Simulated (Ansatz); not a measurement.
# TiCH2 (singlet): geometry optimisation

Aim: relax a generated start of TiCH2 (singlet) and see which bonds hold.

The runs use Ansatz 0.2.0, Gaussian basis; RKS PBE0/def2-TZVP.

## (1) The system as given

4 atoms, charge 0, spin multiplicity 1.

Atoms are counted from 1 here; the program's logs count them from 0.

Bond lengths: Ti1–C2 1.876 Å, C2–H3 1.103 Å, C2–H4 1.103 Å. Angles: Ti1–C2–H3 122.6°, Ti1–C2–H4 122.6°, H3–C2–H4 114.7°.

The start was built by rule and, where that kept it together, relaxed with GFN2-xTB. Sticks and bond lists go by distance. 

## (2) Relaxation

in.yaml reads:

```yaml
crystal:
  periodic: [false, false, false]
  atoms:
    - {symbol: Ti, position_ang: [-0.444443, -0.000488, -0.000676]}
    - {symbol: C, position_ang: [1.431228, 0.001572, 0.002175]}
    - {symbol: H, position_ang: [2.024948, 0.930907, 0.000387]}
    - {symbol: H, position_ang: [2.026980, -0.926456, 0.005771]}
basis:
  gaussian: {orbitals: def2-TZVP}
hamiltonian: {xc: pbe0}
relax: {f_tol: 0.004, max_steps: 80}
```

Started as:

```bash
ansatz run in.yaml --threads 1 --pin off --events-out ev --progress --plain --max-ram 2176MiB
```

**Question.** What will these runs give? Wanted: energy gained; shift from the start; total energy; dipole moment.

**Answer**, as computed:

| quantity | value |
| --- | --- |
| steps | 5 |
| energy gained | 0.058 eV |
| shift from the start (rms) | 0.034 Å |
| total energy | -24173.4654 eV |
| dipole moment | 1.56 D |

In words: The bonds of the start are those of the end. Ti1–C2 went from 1.876 to 1.806 Å. No vibrations were run, so this is a stationary point, not a proven minimum, and this spin need not be the ground state's.
